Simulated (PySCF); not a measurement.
# C₅H₇FO₃: magnetic properties

Aim: compute the magnetic properties of C₅H₇FO₃ (`O=C(O)[C@@]1(F)CCOC1`).

Programs: PySCF 2.14.0, with routines of our own; each step states its level. All values are computed. Atoms count from 0.

## 1. The system as given

16 atoms, charge 0, multiplicity 1; geometry from: GFN2-xTB.

## 2. Magnetic properties: GIAO PBE/pcSseg-1

The job: settings as JSON, then the geometry in Å.

```
{"job": {"kind": "mag", "xc": "PBE", "basis": "pcSseg-1", "isotopologues": 0}, "charge": 0, "multiplicity": 1}
O      2.041179    -1.154196     0.571982
C      1.730452    -0.214926    -0.106573
O      2.593804     0.674883    -0.580508
C      0.293485     0.131844    -0.487319
F      0.293027     0.634500    -1.775059
C     -0.671464    -1.048751    -0.353899
C     -1.853832    -0.436699     0.406798
O     -1.280181     0.553361     1.235394
C     -0.295986     1.198057     0.477523
H      3.503282     0.442353    -0.331151
H     -0.947800    -1.439500    -1.330134
H     -0.190886    -1.830487     0.234392
H     -2.565464     0.021444    -0.294967
H     -2.376030    -1.144558     1.048595
H      0.441108     1.621651     1.161140
H     -0.722293     1.999968    -0.142858
```

With the program's defaults for keys left out, this is: GIAO PBE/pcSseg-1 magnetisability, rotational g tensor and spin-rotation constants, non-relativistic, gas phase.

On the command line:

```
$ OMP_NUM_THREADS=1 python excited_run.py task.json out
```

One launch serves the whole session: the jobs run in the order shown.

The log of the run:

```text
coarse grid: 14120 points
cycle   1  E = -519.2521364313  dE =  1.436e+00  |g| = 1.230e+00  |ddm| = 3.638e+00
cycle   2  E = -518.1011832783  dE =  1.151e+00  |g| = 2.730e+00  |ddm| = 3.420e+00
cycle   3  E = -519.4416683094  dE = -1.340e+00  |g| = 6.270e-01  |ddm| = 2.763e+00
cycle   4  E = -519.5130263987  dE = -7.136e-02  |g| = 1.946e-01  |ddm| = 5.311e-01
cycle   5  E = -519.5184598272  dE = -5.433e-03  |g| = 7.532e-02  |ddm| = 1.604e-01
cycle   6  E = -519.5196697387  dE = -1.210e-03  |g| = 1.913e-02  |ddm| = 7.460e-02
cycle   7  E = -519.5197332287  dE = -6.349e-05  |g| = 7.224e-03  |ddm| = 1.652e-02
cycle   8  E = -519.5197425429  dE = -9.314e-06  |g| = 1.647e-03  |ddm| = 5.750e-03
final grid: 138872 points
cycle   9  E = -519.6427128945  dE = -7.024e-07  |g| = 2.475e-02  |ddm| = 4.013e-02
cycle  10  E = -519.6422417231  dE =  4.712e-04  |g| = 5.625e-02  |ddm| = 5.323e-02
cycle  11  E = -519.6428102971  dE = -5.686e-04  |g| = 9.042e-03  |ddm| = 4.043e-02
cycle  12  E = -519.6428259238  dE = -1.563e-05  |g| = 1.283e-03  |ddm| = 6.241e-03
cycle  13  E = -519.6428261881  dE = -2.643e-07  |g| = 4.461e-04  |ddm| = 1.340e-03
cycle  14  E = -519.6428262309  dE = -4.279e-08  |g| = 6.321e-05  |ddm| = 4.227e-04
cycle  15  E = -519.6428262317  dE = -7.271e-10  |g| = 2.348e-05  |ddm| = 7.630e-05
converged SCF energy = -519.6428262317

Magnetisability tensor (1e-30 J/T^2)
    -1096.67       -7.64       26.75
       -7.64    -1136.24      -45.19
       26.75      -45.19    -1257.83
isotropic -1163.58   principal values   -1275.76  -1128.24  -1086.74
isotropic susceptibility -70.072 1e-6 cm^3/mol

Inertial axes            a          b          c
rot. const./GHz      2.7593     1.3200     1.2114
chi total           -67.305    -69.474    -73.438
chi diamagnetic    -518.320   -983.828  -1043.060
chi paramagnetic    451.015    914.354    969.621
quadrupole/D A        8.923    -10.717      1.794
g nuclear            0.5469     0.5575     0.5411
g electronic        -0.5847    -0.5670    -0.5518
g total             -0.0377    -0.0095    -0.0107

Spin-rotation constants (kHz, H = +C I.J)
atom  isotope        aa         bb         cc
  4    19F        2.313      1.063      0.812
  9     1H        0.098     -0.085     -0.164
 10     1H       -0.302     -0.117      0.012
 11     1H       -0.245      0.021     -0.112
 12     1H       -0.146      0.021     -0.131
 13     1H       -0.100     -0.004     -0.126
 14     1H       -0.189     -0.125      0.026
 15     1H       -0.272      0.049     -0.104
  0    17O*      -1.272     -0.736     -0.217
  1    13C*       1.398      0.457      0.359
  2    17O*      -0.628     -0.360     -0.204
  3    13C*       0.891      0.333      0.339
  5    13C*       0.497      0.271      0.210
  6    13C*       0.701      0.377      0.195
  7    17O*      -0.316     -0.216     -0.095
  8    13C*       0.616      0.334      0.344
* in the singly substituted isotopologue
```

Run time: 80 s. Hardware: 1 thread of Arm Neoverse N1, shared host; peak memory 0.71 GiB.

In short:

| quantity | value |
| --- | --- |
| magnetisability | -1164·10⁻³⁰ J/T² |
| molar susceptibility | -70.1·10⁻⁶ cm³/mol |
| rotational g (a, b, c) | -0.0377, -0.0095, -0.0107 |

The fields below are evaluated on a grid from the run's orbitals.

Frontier orbitals at PBE/pcSseg-1, with the share of their density that lies nearest to each atom:

| orbital | energy (eV) | lies on |
| --- | --- | --- |
| HOMO | -6.09 | O7 58 %; H12, H15 about 8 % each; O0 7 % |
| LUMO | -1.35 | C1 42 %; O0 27 %; O2 10 % |

ELF in a plane through or near 5 of the atoms.

Values, 10 rows by 14 columns:
```
0.00 0.00 0.00 0.00 0.00 0.00 0.00 0.00 0.00 0.00 0.00 0.00 0.00 0.00
0.00 0.00 0.00 0.00 0.00 0.00 0.00 0.04 0.01 0.00 0.00 0.00 0.00 0.00
0.00 0.00 0.00 0.00 0.00 0.00 0.09 0.97 0.60 0.00 0.00 0.00 0.00 0.00
0.00 0.00 0.00 0.17 0.34 0.00 0.18 0.98 0.36 0.01 0.03 0.00 0.00 0.00
0.00 0.00 0.03 0.65 0.88 0.05 0.57 0.68 0.05 0.89 0.98 0.20 0.00 0.00
0.00 0.00 0.39 0.78 0.78 0.52 0.37 0.86 0.64 0.76 0.81 0.06 0.00 0.00
0.00 0.00 0.00 0.06 0.14 0.48 0.12 0.51 0.49 0.17 0.02 0.00 0.00 0.00
0.00 0.00 0.00 0.00 0.04 0.08 0.01 0.29 0.46 0.08 0.00 0.00 0.00 0.00
0.00 0.00 0.00 0.00 0.00 0.00 0.00 0.01 0.02 0.00 0.00 0.00 0.00 0.00
0.00 0.00 0.00 0.00 0.00 0.00 0.00 0.00 0.00 0.00 0.00 0.00 0.00 0.00
```
The map spans 12.3 Å across and 9.2 Å up, centred on the molecule. Atoms in the plane (x, y in Å): O2 (-2.7, 0.2), C3 (-0.4, 0.0), C5 (0.8, -1.0), H12 (2.5, 0.3), H15 (0.4, 2.0).

log10 of the density (e/Å³) in the same plane.

Ten even steps from ' ' (-4.0) to '@' (1.1):
```
                                                        
                            ..                          
                      ..::::--::::..                    
                    ..::--======--::..                  
                  ..::--==++**++==--::..                
          ..::::::::--==++**%%##**==--::::..            
        ..--============**##%%##**++====--::::          
        ::==++****++==++**######**++++++++==::..        
      ::--++##%%%%##****######******####**++--..        
      ::==**%%@@@@%%####%%@@##****##%%%%##++==::        
      ::==**##%%%%%%####%%@@%%##########**++--::        
      ::==++**##############%%%%%%####**++==--..        
      ..::====++++**********##%%%%##**++==--::          
          ::----==++++++==++######**++==--::..          
            ::::--==========******++==--::..            
              ..::::::::::--======----::..              
                    ......::------::::..                
                          ..........                    
                                                        
                                                        
```
The map spans 12.3 Å across and 9.2 Å up, centred on the molecule. Atoms in the plane (x, y in Å): O2 (-2.7, 0.2), C3 (-0.4, 0.0), C5 (0.8, -1.0), H12 (2.5, 0.3), H15 (0.4, 2.0).

On the surface of density 0.002 e/bohr³ the electrostatic potential runs, from the 1st to the 99th percentile, from -1.30 V near O0 to 2.48 V near H9.

## 3. Magnetic properties: GIAO revPBE/ANO-RCC-VDZP, grid 1

Settings changed since step 2:

```diff
@@ -1,2 +1,2 @@
-{"job": {"kind": "mag", "xc": "PBE", "basis": "pcSseg-1", "isotopologues": 0}, "charge": 0, "multiplicity": 1}
+{"job": {"kind": "mag", "xc": "revPBE", "basis": "ANO-RCC-VDZP", "grid": 1}, "charge": 0, "multiplicity": 1}
 O      2.041179    -1.154196     0.571982
```

Method: GIAO revPBE/ANO-RCC-VDZP magnetisability, rotational g tensor and spin-rotation constants, non-relativistic, gas phase.

The log of the run:

```text
final grid: 64048 points
cycle   1  E = -519.9866101060  dE =  1.468e+00  |g| = 1.192e+00  |ddm| = 5.699e+00
cycle   2  E = -518.6979483482  dE =  1.289e+00  |g| = 2.783e+00  |ddm| = 3.558e+00
cycle   3  E = -520.1926988096  dE = -1.495e+00  |g| = 5.852e-01  |ddm| = 2.943e+00
cycle   4  E = -520.2581740960  dE = -6.548e-02  |g| = 1.889e-01  |ddm| = 6.736e-01
cycle   5  E = -520.2640038795  dE = -5.830e-03  |g| = 6.999e-02  |ddm| = 1.969e-01
cycle   6  E = -520.2650931968  dE = -1.089e-03  |g| = 1.841e-02  |ddm| = 8.569e-02
cycle   7  E = -520.2651546755  dE = -6.148e-05  |g| = 6.808e-03  |ddm| = 1.917e-02
cycle   8  E = -520.2651635972  dE = -8.922e-06  |g| = 1.766e-03  |ddm| = 7.259e-03
cycle   9  E = -520.2651641703  dE = -5.731e-07  |g| = 5.805e-04  |ddm| = 1.985e-03
cycle  10  E = -520.2651642407  dE = -7.040e-08  |g| = 1.701e-04  |ddm| = 6.800e-04
cycle  11  E = -520.2651642438  dE = -3.145e-09  |g| = 1.153e-04  |ddm| = 2.037e-04
cycle  12  E = -520.2651642462  dE = -2.313e-09  |g| = 2.193e-05  |ddm| = 1.032e-04
cycle  13  E = -520.2651642462  dE = -8.481e-11  |g| = 9.588e-06  |ddm| = 2.415e-05
converged SCF energy = -520.2651642462

Magnetisability tensor (1e-30 J/T^2)
    -1098.08      -10.84       22.01
      -10.84    -1138.13      -43.24
       22.01      -43.24    -1252.98
isotropic -1163.06   principal values   -1269.24  -1131.92  -1088.03
isotropic susceptibility -70.041 1e-6 cm^3/mol

Inertial axes            a          b          c
rot. const./GHz      2.7593     1.3200     1.2114
chi total           -67.237    -69.498    -73.389
chi diamagnetic    -518.257   -983.771  -1043.362
chi paramagnetic    451.020    914.273    969.973
quadrupole/D A        8.713    -10.917      2.205
g nuclear            0.5469     0.5575     0.5411
g electronic        -0.5847    -0.5670    -0.5520
g total             -0.0377    -0.0095    -0.0109

Spin-rotation constants (kHz, H = +C I.J)
atom  isotope        aa         bb         cc
  4    19F        2.011      1.072      0.806
  9     1H        0.102     -0.080     -0.158
 10     1H       -0.307     -0.117      0.013
 11     1H       -0.250      0.023     -0.110
 12     1H       -0.146      0.024     -0.133
 13     1H       -0.098     -0.004     -0.127
 14     1H       -0.189     -0.124      0.024
 15     1H       -0.271      0.049     -0.107
  0    17O*      -1.184     -0.711     -0.196
  1    13C*       1.339      0.444      0.341
  2    17O*      -0.585     -0.351     -0.200
  3    13C*       0.871      0.318      0.331
  5    13C*       0.471      0.259      0.200
  6    13C*       0.674      0.361      0.187
  7    17O*      -0.294     -0.209     -0.092
  8    13C*       0.585      0.320      0.328
* in the singly substituted isotopologue
```

It took 2.8 min on 1 thread of Arm Neoverse N1, shared host; peak memory 0.67 GiB.

From this job:

| quantity | value |
| --- | --- |
| magnetisability | -1163·10⁻³⁰ J/T² |
| molar susceptibility | -70.0·10⁻⁶ cm³/mol |
| rotational g (a, b, c) | -0.0377, -0.0095, -0.0109 |

## 4. The levels compared

| level | ξ (10⁻³⁰ J/T²) | g(a) | g(b) | gap (eV) | functions | time |
| --- | --- | --- | --- | --- | --- | --- |
| GIAO PBE/pcSseg-1 | -1164 | -0.0377 | -0.0095 | 4.74 | 188 | 80 s |
| GIAO revPBE/ANO-RCC-VDZP, grid 1 | -1163 | -0.0377 | -0.0095 | 4.76 | 161 | 2.8 min |

## 5. What came out

| quantity | value |
| --- | --- |
| magnetisability (step 2, GIAO PBE/pcSseg-1) | -1164·10⁻³⁰ J/T² |
| molar susceptibility (step 2, GIAO PBE/pcSseg-1) | -70.1·10⁻⁶ cm³/mol |
| rotational g (a, b, c) (step 2, GIAO PBE/pcSseg-1) | -0.0377, -0.0095, -0.0107 |
| surface potential, 1st and 99th percentile | -1.30 V and 2.48 V |
| magnetisability over the levels | -1164 to -1163·10⁻³⁰ J/T² |

**Reading.** By nearest atom (PBE/pcSseg-1), the HOMO sits on O7 58 %; H12, H15 about 8 % each and the LUMO on C1 42 %; O0 27 %. The magnetisability spreads by 0.0 % over 2 levels, from GIAO PBE/pcSseg-1 (80 s) to GIAO revPBE/ANO-RCC-VDZP, grid 1 (2.8 min); the runs took 80 s to 2.8 min. Two levels can agree by chance, so this spread shows no convergence. Vibrational averaging and real surroundings are missing from these values.
